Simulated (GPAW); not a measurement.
# Bi2Te3 (Tellurobismuthite) (R-3m) in GPAW: band structure with r2SCAN

Aim: the band structure of Bi2Te3 (Tellurobismuthite) with r2SCAN.

All numbers are computed with GPAW 26.7.0; they aren't measurements. Logs are shortened: lines on timing, memory, paths and dates and some standing lists are left out, and cuts for length are marked. The log counts tension as positive stress, the text compression.

## (1) The crystal as given

Symmetry: R-3m, No. 166, trigonal system. The conventional cell has a = 4.386 Å, b = 4.386 Å, c = 30.497 Å, α = 90.00°, β = 90.00°, γ = 120.00°. Bi (site symmetry 3m) has 6 Te at 3.07 to 3.25 Å as nearest neighbours. Te (site symmetry 3m) is surrounded by 3 Bi at 3.07 Å. Te (site symmetry -3m) has 6 Bi at 3.25 Å as nearest neighbours.

## (2) Band structure, r2SCAN

File run.py:

```python
from ase import Atoms
from ase.dft.bandgap import bandgap
from ase.io import write
from ase.units import GPa
from ase.parallel import parprint
from gpaw import GPAW, PW

atoms = Atoms(['Bi', 'Bi', 'Te', 'Te', 'Te'],
              cell=[[2.193, 1.2661291403, 10.1656666667],
                    [-2.193, 1.2661291403, 10.1656666667],
                    [0.0, -2.5322582807, 10.1656666667]],
              scaled_positions=[[0.6, 0.6, 0.6],
                                [0.4, 0.4, 0.4],
                                [0.7905, 0.7905, 0.7905],
                                [0.2095, 0.2095, 0.2095],
                                [0.0, 0.0, 0.0]],
              pbc=True)

calc = GPAW(mode=PW(600),
            xc='MGGA_X_R2SCAN+MGGA_C_R2SCAN',
            kpts={'size': (5, 5, 5), 'gamma': True},
            occupations={'name': 'fermi-dirac', 'width': 0.05},
            nbands=39,
            convergence={'density': 1e-05, 'energy': 1e-05},
            maxiter=150,
            txt='gpaw.txt')
atoms.calc = calc
energy = atoms.get_potential_energy()
forces = atoms.get_forces()
stress = atoms.get_stress()
calc.write('gs.gpw')
write('result.traj', atoms)
parprint(f'Energy: {energy:.6f} eV')
parprint('Forces (eV/A):')
parprint(forces.round(4))
parprint('Stress (GPa):', (stress / GPa).round(3))
parprint('Fermi level:', round(calc.get_fermi_level(), 4), 'eV')
parprint(f'Gap: {bandgap(calc)[0]:.4f} eV, direct: {bandgap(calc, direct=True)[0]:.4f} eV')

path = atoms.cell.bandpath('GLB1,BZGX,QFP1Z,LP', npoints=60, eps=1e-4)
bs_calc = calc.fixed_density(kpts=path, symmetry='off', nbands=66,
                             convergence={'bands': 'CBM+6.0', 'eigenstates': 1e-6}, txt='bands.txt')
bs = bs_calc.band_structure()
bs.write('bs.json')
parprint(f'Gap on the path: {bandgap(bs_calc)[0]:.4f} eV')
```

Potentials or basis: GPAW PAW data sets (gpaw-data 1.2.1), pw.

Run with:

```sh
> OMP_NUM_THREADS=1 mpirun -n 4 gpaw python run.py
```

gpaw.txt:

```text
__  _  _
 | _ |_)|_||  |
 |__||  | ||/\| - 26.7.0

Input parameters:
  mode=PW(ecut=600.0),
  convergence={'density': 1e-05, 'energy': 1e-05},
  kpts=MonkhorstPack(size=(5, 5, 5), gamma=True),
  maxiter=150,
  nbands=39,
  occupations=Occupations(name='fermi-dirac', width=0.05),
  xc=XC(name='MGGA_X_R2SCAN+MGGA_C_R2SCAN')

Diagonalizing LCAO Hamiltonian
Converting LCAO to pw mode

       Te

       Bi

       Bi

       Te

       Te

Atoms  # Å, Bohr magnetons
|   | symbol |        x |         y |         z |    initial magnetic moments |
|---|--------|----------|-----------|-----------|-----------------------------|
| 0 |     Bi | 0.000000 | -0.000000 | 18.298200 | ( 0.0000,  0.0000,  0.0000) |
| 1 |     Bi | 0.000000 | -0.000000 | 12.198800 | ( 0.0000,  0.0000,  0.0000) |
| 2 |     Te | 0.000000 | -0.000000 | 24.107879 | ( 0.0000,  0.0000,  0.0000) |
| 3 |     Te | 0.000000 | -0.000000 |  6.389122 | ( 0.0000,  0.0000,  0.0000) |
| 4 |     Te | 0.000000 |  0.000000 |  0.000000 | ( 0.0000,  0.0000,  0.0000) |

Unit cell  # Å
| periodic |         x |         y |         z |   lengths |    angles |
|----------|-----------|-----------|-----------|-----------|-----------|
|      yes |  2.193000 |  1.266129 | 10.165667 | 10.476312 | 24.166112 |
|      yes | -2.193000 |  1.266129 | 10.165667 | 10.476312 | 24.166112 |
|      yes |  0.000000 | -2.532258 | 10.165667 | 10.476312 | 24.166112 |

Number of symmetries: 12
Symmetry operations  # r_c * U_cc + t_c -> r_c
|    | kind |            matrix            |
|----|------|------------------------------|
|  0 |  E   |  1, 0, 0,  0, 1, 0,  0, 0, 1 |
|  1 |  σ   |  1, 0, 0,  0, 0, 1,  0, 1, 0 |
|  2 |  σ   |  0, 1, 0,  1, 0, 0,  0, 0, 1 |
|  3 |  C3  |  0, 1, 0,  0, 0, 1,  1, 0, 0 |
|  4 |  C3  |  0, 0, 1,  1, 0, 0,  0, 1, 0 |
|  5 |  σ   |  0, 0, 1,  0, 1, 0,  1, 0, 0 |
|  6 |  C2  |  0, 0,-1,  0,-1, 0, -1, 0, 0 |
|  7 |  S6  |  0, 0,-1, -1, 0, 0,  0,-1, 0 |
|  8 |  S6  |  0,-1, 0,  0, 0,-1, -1, 0, 0 |
|  9 |  C2  |  0,-1, 0, -1, 0, 0,  0, 0,-1 |
| 10 |  C2  | -1, 0, 0,  0, 0,-1,  0,-1, 0 |
| 11 |  i   | -1, 0, 0,  0,-1, 0,  0, 0,-1 |

BZ-sampling:
  Number of BZ points: 125
  Number of IBZ points: 19

  Monkhorst-Pack size: [5, 5, 5]
  Monkhorst-Pack shift: [0, 0, 0]

K-points  # in reciprocal-cell coordinates
|     |                                coordinates |     weight |
|-----|--------------------------------------------|------------|
|   0 | (  0.00000000,   0.00000000,   0.00000000) | 0.00800000 |
|   1 | (  0.20000000,   0.00000000,  -0.20000000) | 0.04800000 |
|   2 | (  0.20000000,   0.00000000,   0.00000000) | 0.04800000 |
|   3 | (  0.20000000,   0.20000000,  -0.20000000) | 0.04800000 |
|   4 | (  0.20000000,   0.20000000,   0.00000000) | 0.04800000 |
|   5 | (  0.20000000,   0.20000000,   0.20000000) | 0.01600000 |
|   6 | (  0.40000000,  -0.20000000,  -0.20000000) | 0.04800000 |
|   7 | (  0.40000000,   0.00000000,  -0.40000000) | 0.04800000 |
|   8 | (  0.40000000,   0.00000000,  -0.20000000) | 0.09600000 |
|   9 | (  0.40000000,   0.00000000,   0.00000000) | 0.04800000 |
| ... |                                            |            |
|  18 | (  0.40000000,   0.40000000,   0.40000000) | 0.01600000 |

Plane wave coefficients: 5679
Cutoff: 600.0 eV

Spin-components: 1 (collinear spins)
Bands:           39
Projectors:      27
Spin-degeneracy: 2
Datatype:        complex128

Parallelization:
  kpt:    4
  domain: 1
  band:   1

Density:
  Valence electrons: 48.0
  Components: 1
  Grid points: [60 60 60]
  Charge: 0.0  # |e|

Potential:
  Grid points: [60 60 60]

species:
  Bi:
    name:    Bismuth
    Z:       83.0
    valence: 15
    core:    68
    charge:  0.0  # [|e|]
    compensation charges:
      type: gauss
      rc: 0.38  # [Å]
      lmax: 2
    cutoffs:
      filter: 2.23  # [Å]
      core: 2.33  # [Å]
    projectors
    | kind |    occ | energy [eV] | rcut [Å] |
    |------|--------|-------------|----------|
    |   6s |  2.000 |     -14.385 |    1.286 |
    |   6p |  3.000 |      -4.580 |    1.275 |
    |   5d | 10.000 |     -27.119 |    1.349 |
    |    s |        |      12.827 |    1.286 |
    |    p |        |      22.631 |    1.275 |
    |    d |        |       0.093 |    1.349 |

    Using partial waves for Bi as LCAO basis

  Te:
    name:    Tellurium
    Z:       52.0
    valence: 6
    core:    46
    charge:  0.0  # [|e|]
    compensation charges:
      type: gauss
      rc: 0.36  # [Å]
      lmax: 2
    cutoffs:
      filter: 2.09  # [Å]
      core: 3.17  # [Å]
    projectors
    | kind |    occ | energy [eV] | rcut [Å] |
    |------|--------|-------------|----------|
    |   5s |  2.000 |     -15.089 |    1.180 |
    |   5p |  4.000 |      -5.955 |    1.196 |
    |    s |        |      12.123 |    1.180 |
    |    p |        |      21.256 |    1.196 |
    |    d |        |       0.000 |    1.238 |

    Using partial waves for Te as LCAO basis

Reference energy: -1724068.816207  # eV

eigensolver:
  PPCG
  Converge bands: occupied
  niter=2

density mixing:
  MSR1-Mixer
  Pratt-step length: 0.05
  Maximum mixing coefficient: 0.75
  Old densities: 10
  SVD Regularization: 0.005
  Good broyden scale: 1.0
  Trust region scale: 1.0
  Backstep threshold: 4.0
  History deletion threshold: 6.0
  Fourier metric: weight=20.0, sigma=0.015

occupation numbers:
  Fermi-Dirac:
    width: 0.0500  # eV

poisson solver:
  ecut: 4800.0  # eV

xc functional:
  name: MGGA_X_R2SCAN+MGGA_C_R2SCAN with 2 nearest neighbor stencil

convergence criteria:
- Maximum integral of absolute [dens]ity change: 1e-05 electrons / valence electron
- Maximum [total energy] change in last 3 cyles: 1e-05 eV / valence electron
- Maximum integral of absolute [eigenst]ate change: 4e-08 eV^2 / valence electron
maximum number of iterations: 150

SCF iterations
|iter     | |      energy | eigst |  dens |
|---------|-|-------------|-------|-------|
|iter:   1| | -108.038279 | +0.13 |       |
|iter:   2| |  -99.863559 | -1.54 | -1.34 |
|iter:   3| | -100.180921 | -2.09 | -1.35 |
|iter:   4| |  -99.980422 | -2.43 | -1.49 |
|iter:   5| |  -99.833185 | -3.06 | -1.61 |
|iter:   6| |  -99.842730 | -3.66 | -2.09 |
|iter:   7| |  -99.843786 | -4.36 | -2.55 |
|iter:   8| |  -99.843782 | -5.29 | -3.01 |
|iter:   9| |  -99.843790c| -6.59 | -3.72 |
|iter:  10| |  -99.843791c| -7.25 | -4.17 |
|iter:  11| |  -99.843791c| -7.77c| -4.98 |
|iter:  12| |  -99.843791c| -8.09c| -5.50c|

Converged in 12 steps
Energy contributions relative to reference atoms: (reference = -1724068.816207)

Energy contributions:
  Kinetic:          49.011228
  Coulomb:         -46.369852
  Zero:             -2.973188
  External:          0.000000
  Xc:              -99.511937
  Entropy:          -0.000082
  Spinorbit:         0.000000
  ----------------------------
  Free energy:     -99.843831
  Extrapolated:    -99.843791

dipole moment: (-0.000000, 0.000000, -129.521646)  # |e|*Ang

Fermi level: 6.159
Eigenvalues  # (at kpt = [0.000, 0.000, 0.000])
| band index |      eig [eV] | occ [0-2] |
|------------|---------------|-----------|
|          0 |       -18.355 |     2.000 |
|        ... |               |           |
|         16 |         3.701 |     2.000 |
|         17 |         3.963 |     2.000 |
|         18 |         3.963 |     2.000 |
|         19 |         4.001 |     2.000 |
|         20 |         4.001 |     2.000 |
|         21 |         4.874 |     2.000 |
|         22 |         4.874 |     2.000 |
|         23 |         5.915 |     1.985 |
|         24 |         6.406 |     0.014 |
|         25 |         6.576 |     0.000 |
|         26 |         6.576 |     0.000 |
|         27 |         8.026 |     0.000 |
|         28 |         8.096 |     0.000 |
|         29 |         8.096 |     0.000 |
|         30 |        11.092 |     0.000 |
|         31 |        11.649 |     0.000 |
|        ... |               |           |
|         38 |        13.471 |     0.000 |

Gap: 0.491 eV
Transition (v -> c):
  (s=0, k=0, n=23, [0.00, 0.00, 0.00]) -> (s=0, k=0, n=24, [0.00, 0.00, 0.00])
No difference between direct/indirect transitions

Forces  # eV/Ang
|        x |        y |        z |
|----------|----------|----------|
| -0.00000 |  0.00000 | -0.10569 |  # Bi   0
| -0.00000 | -0.00000 |  0.10569 |  # Bi   1
|  0.00000 |  0.00000 | -0.28743 |  # Te   2
| -0.00000 | -0.00000 |  0.28743 |  # Te   3
|  0.00000 |  0.00000 |  0.00000 |  # Te   4

Stress tensor  # eV/Ang^3
|         x |         y |         z |
|-----------|-----------|-----------|
| -0.007240 |  0.000000 |  0.000000 |
|  0.000000 | -0.007240 | -0.000000 |
|  0.000000 | -0.000000 | -0.007115 |

# Writing to gs.gpw (mode='')
```

Wall time 16 min (4 MPI ranks of Arm Neoverse V2, shared host); peak memory 0.89 GiB.

Results:

```
Free energy             : -99.8438 eV
Pressure                : 1.2 GPa
Largest force           : 0.287 eV/Å
Band gap on the k mesh  : 0.49 eV, direct
Band gap along the path : 0.49 eV, direct
```

Forces in eV/Å, atoms in the order of the input:
```
Bi   0.000  0.000 -0.106
Bi   0.000  0.000  0.106
Te   0.000  0.000 -0.287
Te   0.000  0.000  0.287
Te   0.000  0.000  0.000
```

Levels at the corners of the path, in eV from the valence-band top:
```csv
point,band 20,band 21,band 22,band 23,band 24,band 25,band 26,band 27,band 28,band 29
Γ,-1.91,-1.91,-1.04,-1.04,0.00,0.49,0.66,0.66,2.11,2.18
L,-3.40,-3.15,-2.56,-1.09,-0.57,0.73,1.10,2.90,2.97,3.62
B1,-3.66,-2.74,-2.09,-1.11,-0.86,1.34,1.54,2.65,3.41,4.41
B,-3.66,-2.74,-2.09,-1.11,-0.86,1.34,1.54,2.65,3.41,4.41
Z,-1.61,-1.56,-1.34,-1.34,-0.41,0.96,1.15,1.15,1.70,1.70
Γ,-1.91,-1.91,-1.04,-1.04,0.00,0.49,0.66,0.66,2.11,2.18
X,-3.28,-3.14,-1.77,-1.49,-0.76,1.21,2.14,2.16,3.80,4.01
Q,-3.28,-3.14,-1.77,-1.49,-0.76,1.21,2.14,2.16,3.80,4.01
F,-2.58,-2.10,-1.91,-1.73,-1.07,0.97,1.65,2.11,2.84,2.84
P1,-2.74,-2.59,-1.54,-1.43,-1.31,1.29,1.44,1.74,2.81,3.20
Z,-1.61,-1.56,-1.34,-1.34,-0.41,0.96,1.15,1.15,1.70,1.70
L,-3.40,-3.15,-2.56,-1.09,-0.57,0.73,1.10,2.90,2.97,3.62
P,-2.74,-2.59,-1.54,-1.43,-1.31,1.29,1.44,1.74,2.81,3.20
```

Caveat: the PAW data sets were made with another functional, which shifts forces and pressure a little; spin-orbit coupling is left out, which as a rule narrows the gap of such compounds by several tenths of an eV; the program warned that so skewed a cell can give wrong results. r2SCAN opens gaps a little over a GGA but as a rule still falls short of measured ones.
